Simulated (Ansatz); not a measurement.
**BH₃SZn: how energies converge with the basis set**

Aim: see how fast density functionals converge with the basis set for BH₃SZn.

Program: Ansatz 0.2.0, Gaussian basis. Level of theory: one geometry, several basis sets. These are calculated values, not measurements.

Levels to be run: PBE0-D4/def2-SVP; ωB97M-V/def2-SVP; PBE0-D4/def2-QZVPP; ωB97M-V/def2-QZVPP; the functionals' def2-TZVPP values are taken from earlier runs.

## Step 1: The geometry

An earlier PBE0-D4 in a triple-zeta def2 set relaxation fixed the geometry.

SMILES `B[S][ZnH]`, 6 atoms, charge 0, spin multiplicity 1.

Atoms are counted from 1 here; the program's logs count them from 0.

Bond lengths: B1–S2 1.776 Å, B1–H4 1.194 Å, B1–H5 1.205 Å, S2–Zn3 2.187 Å, Zn3–H6 1.529 Å. Angles: S2–B1–H4 119.1°, S2–B1–H5 121.9°, H4–B1–H5 119.0°, B1–S2–Zn3 88.5°, S2–Zn3–H6 178.2°.

## Step 2: PBE0-D4 in def2-SVP

Contents of in.yaml:

```yaml
crystal:
  periodic: [false, false, false]
  atoms:
    - {symbol: B, position_ang: [-0.734215, 0.202122, -0.896285]}
    - {symbol: S, position_ang: [-0.747096, -1.289401, 0.067813]}
    - {symbol: Zn, position_ang: [0.902101, -0.471780, 1.248065]}
    - {symbol: H, position_ang: [-1.516334, 0.321583, -1.790379]}
    - {symbol: H, position_ang: [0.040762, 1.097568, -0.674838]}
    - {symbol: H, position_ang: [2.054772, 0.139908, 2.045624]}
basis:
  gaussian: {orbitals: def2-SVP}
hamiltonian: {xc: pbe0, dispersion: d4}
output: {orbitals: {seedname: orbitals}}
```

The run is started by

```bash
ansatz run in.yaml --threads 2 --pin off --events-out ev --progress --plain --max-ram 32768MiB --backend cpu
```

The runs that follow: ωB97M-V in def2-SVP; PBE0-D4 in def2-QZVPP; ωB97M-V in def2-QZVPP.

Before running them: what should the planned runs give, taken together? Wanted: PBE0-D4: double and triple zeta above quadruple; ωB97M-V: double and triple zeta above quadruple.

**Answer**, as computed:

| quantity | value |
| --- | --- |
| PBE0-D4: double and triple zeta above quadruple | 13.10, 1.56 eV |
| ωB97M-V: double and triple zeta above quadruple | 13.08, 1.50 eV |

What this shows: PBE0-D4 gains 11.54 eV from double to triple zeta, then 1.56 eV more. These are total energies; as a rule much of such shifts cancels in differences, which this series doesn't test.
